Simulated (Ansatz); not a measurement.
**C2H5F3Sn: up Jacob's ladder to CCSD(T)**

An exercise on one series of results from a longer session: the logs are not shown, and one member is left open.

Program: Ansatz 0.2.0, Gaussian basis. Level of theory: functionals in def2-TZVPP, the program's frozen cores in correlated methods. These are calculated values, not measurements.

The runs, in order: LDA (SPW92), PBE-D4, revPBE-D4, BLYP-D4, r2SCAN-D4, B97M-V, PBE0-D4, B3LYP-D4, r2SCANh-D4, r2SCAN0-D4, HSE06-D4, BHLYP-D4, CAM-B3LYP-D4, LC-ωPBE, ωB97X-V, ωB97M-V, B2PLYP, PBE-QIDH; CCSD(T)/def2-SVP; CCSD(T)/def2-TZVPP; MP2/def2-QZVPP; extrapolation to the limit; RPA on PBE.

## The geometry

All runs share one geometry, relaxed beforehand with PBE0-D4 in a triple-zeta def2 set. Sn takes the def2 core potential; no spin-orbit term is included.

SMILES `C[CH2][Sn]([F])([F])[F]`, 11 atoms, charge 0, spin multiplicity 1.

Atoms are counted from 1 here; the program's logs count them from 0.

Bond lengths: C1–C2 1.521 Å, C1–H7 1.093 Å, C1–H8 1.091 Å, C1–H9 1.091 Å, C2–Sn3 2.122 Å, C2–H10 1.091 Å, C2–H11 1.091 Å, Sn3–F4 1.902 Å, Sn3–F5 1.900 Å, Sn3–F6 1.902 Å. Angles: C2–C1–H7 109.7°, C2–C1–H8 111.9°, C2–C1–H9 111.9°, H7–C1–H8 107.6°, H7–C1–H9 107.6°, H8–C1–H9 108.0°, C1–C2–Sn3 112.4°, C1–C2–H10 112.5°, C1–C2–H11 112.5°, Sn3–C2–H10 105.6°, Sn3–C2–H11 105.5°, H10–C2–H11 107.8°, C2–Sn3–F4 113.7°, C2–Sn3–F5 115.8°, C2–Sn3–F6 113.6°, F4–Sn3–F5 104.3°, F4–Sn3–F6 103.9°, F5–Sn3–F6 104.3°.

Set-up of the first run:

in.yaml reads:

```yaml
crystal:
  periodic: [false, false, false]
  atoms:
    - {symbol: C, position_ang: [0.066665, -1.143336, 1.042584]}
    - {symbol: C, position_ang: [0.602049, -0.552669, -0.252744]}
    - {symbol: Sn, position_ang: [-0.357016, 1.268120, -0.770253]}
    - {symbol: F, position_ang: [-2.234599, 1.099702, -1.021962]}
    - {symbol: F, position_ang: [0.256111, 2.100939, -2.364725]}
    - {symbol: F, position_ang: [-0.193116, 2.619625, 0.557857]}
    - {symbol: H, position_ang: [0.590794, -2.075878, 1.266509]}
    - {symbol: H, position_ang: [-0.998532, -1.371392, 0.976344]}
    - {symbol: H, position_ang: [0.214705, -0.470227, 1.888759]}
    - {symbol: H, position_ang: [0.452391, -1.215523, -1.106796]}
    - {symbol: H, position_ang: [1.666048, -0.316460, -0.195071]}
basis:
  gaussian: {orbitals: def2-TZVPP}
hamiltonian: {xc: lda}
output: {orbitals: {seedname: orbitals}}
```

On the command line:

```console
ansatz run in.yaml --threads 4 --pin off --events-out ev --progress --plain --max-ram 11315MiB
```

Steps of the session up to this table: LDA; PBE-D4 (GGA); revPBE-D4 (GGA); BLYP-D4 (GGA); r2SCAN-D4 (meta-GGA); B97M-V (meta-GGA); B3LYP-D4 (hybrid); r2SCANh-D4 (hybrid); r2SCAN0-D4 (hybrid); HSE06-D4 (hybrid); BHLYP-D4 (hybrid); CAM-B3LYP-D4 (range-separated); LC-ωPBE (range-separated); ωB97X-V (range-separated); ωB97M-V (range-separated); B2PLYP (double hybrid); PBE-QIDH (double hybrid).

One table of the session follows, with a row left open; its other results are not shown here.

It belongs to the step «Orbital energies across the functionals». 

| functional | HOMO (eV) | LUMO (eV) | gap (eV) |
| --- | --- | --- | --- |
| LDA (SPW92) | -8.30 | -3.12 | 5.19 |
| PBE-D4 | -8.09 | -2.75 | 5.34 |
| revPBE-D4 | -8.01 | -2.60 | 5.41 |
| BLYP-D4 | -8.00 | -2.73 | 5.27 |
| r2SCAN-D4 | -8.40 | -2.48 | 5.92 |
| B97M-V | -8.44 | -2.55 | 5.89 |
| PBE0-D4 | -9.47 | -1.76 | 7.71 |
| B3LYP-D4 | -9.27 | -2.13 | 7.14 |
| r2SCANh-D4 | -8.92 | -2.13 | 6.79 |
| r2SCAN0-D4 | -9.68 | -1.60 | 8.08 |
| HSE06-D4 | -9.07 | -2.14 | 6.94 |
| BHLYP-D4 | -10.74 | -0.81 | 9.93 |
| CAM-B3LYP-D4 | ? | ? | ? |
| LC-ωPBE | -12.10 | 0.59 | 12.70 |
| ωB97X-V | -11.76 | 0.43 | 12.19 |
| ωB97M-V | -11.65 | 0.25 | 11.90 |

Estimate the missing values for CAM-B3LYP-D4.

**Answer.** HOMO (eV): -10.84; LUMO (eV): -0.79; gap (eV): 10.05. In the column «HOMO (eV)» it lies between ωB97M-V (-11.65) and BHLYP-D4 (-10.74).
